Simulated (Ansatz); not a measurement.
# Zn (Zinc): the cost of one run

Method: DFT r2SCAN, scalar-relativistic, plane waves, PAW, in Ansatz 0.2.0.

The COD entry's cell or inner coordinates are ideal or old and differ from later refinements, so a difference from it is no clean test against experiment.

1 further run of the same task is left out (set aside as unsound or not needed).

## Step 1: The system as given

The structure is hexagonal, space group P6_3/mmc (No. 194). Conventional cell: a = 2.595 Å, b = 2.595 Å, c = 4.991 Å, α = 90.00°, β = 90.00°, γ = 120.00°. Zn (site symmetry -6m2) is surrounded by 12 Zn at 2.60 to 2.91 Å.

Coordinates:

```cif
data_structure
_symmetry_space_group_name_H-M 'P 1'
_symmetry_Int_Tables_number 1
_cell_length_a 2.5953
_cell_length_b 2.5953
_cell_length_c 4.9905
_cell_angle_alpha 90.000
_cell_angle_beta 90.000
_cell_angle_gamma 120.000
_cell_volume 29.11
loop_
_atom_site_label
_atom_site_type_symbol
_atom_site_fract_x
_atom_site_fract_y
_atom_site_fract_z
_atom_site_occupancy
Zn1 Zn 0.33333 0.66667 0.25000 1
Zn2 Zn 0.66667 0.33333 0.75000 1
```

It is the result of an earlier relaxation at this level (volume 14.56 Å³/atom; gap on the mesh: none (metal)).

## Step 2: Electronic structure at the relaxed geometry

The input, input.yaml:

```yaml
crystal:
  lattice:
    - [2.5953344779, 0.0, 0.0]
    - [-1.297667239, 2.2476255892, 0.0]
    - [0.0, 0.0, 4.9905328455]
  atoms:
    - { symbol: Zn, position: [0.3333333333, 0.6666666667, 0.25] }
    - { symbol: Zn, position: [0.6666666667, 0.3333333333, 0.75] }
basis:
  ecutwfc: 500
kpoints:
  mp_grid: { grid: [18, 18, 8] }
  band_path:
    path:
      - [[0.0, 0.0, 0.0], [0.5, 0.0, 0.0], [0.33333333, 0.33333333, 0.0], [0.0, 0.0, 0.0], [0.0, 0.0, 0.5], [0.5, 0.0, 0.5], [0.33333333, 0.33333333, 0.5], [0.0, 0.0, 0.5]]
      - [[0.5, 0.0, 0.5], [0.5, 0.0, 0.0]]
      - [[0.33333333, 0.33333333, 0.5], [0.33333333, 0.33333333, 0.0]]
    npoints: 14
hamiltonian:
  xc: r2scan
scf:
  occupations: { method: gaussian, width: 0.1 }
  n_extra_bands: 6
output:
  forces: true
  stress: true
  eigenvalues: true
  populations: true
  dos: { projected: true, de: 0.02, nscf_kmesh: { grid: [27, 27, 12] } }
  bader: true
  write_density: true
  write_potential: true
  elf: true
  volumetric_format: npy
```

Launch:

```bash
$ ansatz run input.yaml --threads 1 --pin off --max-ram 2560MiB --backend cpu --events-out ev --progress --plain --runs-dir out
```

What time and memory should one allow on 1 thread of an Arm CPU, shared host?

About 50 s, with a peak of 0.48 GiB.
